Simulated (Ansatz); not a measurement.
# Sn(vinyl)3Br (C6H9BrSn): the relaxed shape and its frontier levels

What does Sn(vinyl)3Br (C6H9BrSn) look like as a singlet, and where do its frontier electrons sit?

Computed with Ansatz 0.2.0, Gaussian basis. Level: RKS PBE0-D4/def2-TZVP.

The runs, in order: relaxation at PBE-D4/def2-SVP; a single point at PBE0-D4/def2-TZVP.

2 further runs of the same task are left out: 2 set aside as unsound or not needed.

### Step 1. The starting structure

17 atoms, charge 0, spin multiplicity 1.

Atoms are counted from 1 here; the program's logs count them from 0.

Bond lengths: Sn1–C2 2.197 Å, Sn1–C7 2.196 Å, Sn1–C12 2.196 Å, Sn1–Br17 2.503 Å, C2–C3 1.317 Å, C2–H4 1.080 Å, C3–H5 1.079 Å, C3–H6 1.081 Å, C7–C8 1.317 Å, C7–H9 1.080 Å, C8–H10 1.079 Å, C8–H11 1.081 Å, C12–C13 1.316 Å, C12–H14 1.080 Å, C13–H15 1.079 Å, C13–H16 1.081 Å. Angles: C2–Sn1–C7 114.2°, C2–Sn1–C12 114.2°, C2–Sn1–Br17 104.3°, C7–Sn1–C12 114.1°, C7–Sn1–Br17 104.4°, C12–Sn1–Br17 104.1°, Sn1–C2–C3 123.7°, Sn1–C2–H4 115.4°, C3–C2–H4 120.9°, C2–C3–H5 122.6°, C2–C3–H6 121.6°, H5–C3–H6 115.8°, Sn1–C7–C8 123.7°, Sn1–C7–H9 115.4°, C8–C7–H9 120.9°, C7–C8–H10 122.6°, C7–C8–H11 121.6°, H10–C8–H11 115.8° and more.

As a file:

```xyz
17

Sn    0.04907    0.06028    0.03507
C    -0.27093   -0.00013    2.20735
C    -0.99696   -0.91594    2.81347
H     0.21336    0.78437    2.76949
H    -1.49063   -1.71277    2.27968
H    -1.13140   -0.91449    3.88602
C     2.13791   -0.23643   -0.57482
C     2.55580   -1.27333   -1.27009
H     2.82542    0.53710   -0.26676
H     1.89380   -2.06207   -1.59124
H     3.59289   -1.38508   -1.55363
C    -0.94989    1.73404   -0.97683
C    -1.94998    1.58561   -1.81998
H    -0.56437    2.71476   -0.74135
H    -2.35591    0.61934   -2.07511
H    -2.41654    2.43372   -2.30106
Br   -1.14163   -1.96897   -0.82022
```

Sn takes a core potential in the def2 sets. No spin-orbit coupling is included.

The start is a GFN2-xTB geometry.

### Step 2. Optimising with PBE-D4/def2-SVP

Input file in.yaml:

```yaml
crystal:
  periodic: [false, false, false]
  atoms:
    - {symbol: Sn, position_ang: [0.049070, 0.060280, 0.035070]}
    - {symbol: C, position_ang: [-0.270930, -0.000130, 2.207350]}
    - {symbol: C, position_ang: [-0.996960, -0.915940, 2.813470]}
    - {symbol: H, position_ang: [0.213360, 0.784370, 2.769490]}
    - {symbol: H, position_ang: [-1.490630, -1.712770, 2.279680]}
    - {symbol: H, position_ang: [-1.131400, -0.914490, 3.886020]}
    - {symbol: C, position_ang: [2.137910, -0.236430, -0.574820]}
    - {symbol: C, position_ang: [2.555800, -1.273330, -1.270090]}
    - {symbol: H, position_ang: [2.825420, 0.537100, -0.266760]}
    - {symbol: H, position_ang: [1.893800, -2.062070, -1.591240]}
    - {symbol: H, position_ang: [3.592890, -1.385080, -1.553630]}
    - {symbol: C, position_ang: [-0.949890, 1.734040, -0.976830]}
    - {symbol: C, position_ang: [-1.949980, 1.585610, -1.819980]}
    - {symbol: H, position_ang: [-0.564370, 2.714760, -0.741350]}
    - {symbol: H, position_ang: [-2.355910, 0.619340, -2.075110]}
    - {symbol: H, position_ang: [-2.416540, 2.433720, -2.301060]}
    - {symbol: Br, position_ang: [-1.141630, -1.968970, -0.820220]}
basis:
  gaussian: {orbitals: def2-SVP}
hamiltonian: {xc: pbe, dispersion: d4}
scf: {lower_state_search: "off"}
output: {orbitals: {seedname: orbitals}}
relax: {f_tol: 0.02, max_steps: 100}
```

On the command line:

```console
$ ansatz run in.yaml --threads 2 --pin off --events-out ev --progress --plain --max-ram 32768MiB --backend cuda --devices 0, --max-vram 18GiB
```

The runs that follow: Single point, PBE0-D4/def2-TZVP.

Before running them: what should the planned runs give, taken together? Wanted: point group; commonest bond, hydrogen aside; HOMO, LUMO at PBE0-D4/def2-TZVP; dipole at PBE-D4/def2-SVP.

**Answer**, as computed:

| quantity | value |
| --- | --- |
| point group | C3v |
| commonest bond, hydrogen aside | C–Sn, 3 of mean length 2.156 Å |
| HOMO, LUMO at PBE0-D4/def2-TZVP | -7.76, -0.72 eV |
| dipole at PBE-D4/def2-SVP | 2.62 D |

In words: The molecule keeps its bonding pattern by the stored test; the atoms moved 0.05 Å (rms). No usable vibrations, so a minimum isn't proven. The HOMO lies nearest to C7, C12 about 17 % each; C2, C3 about 12 % each and the LUMO to 4 C atoms about 16 % each; Sn1 6 %.
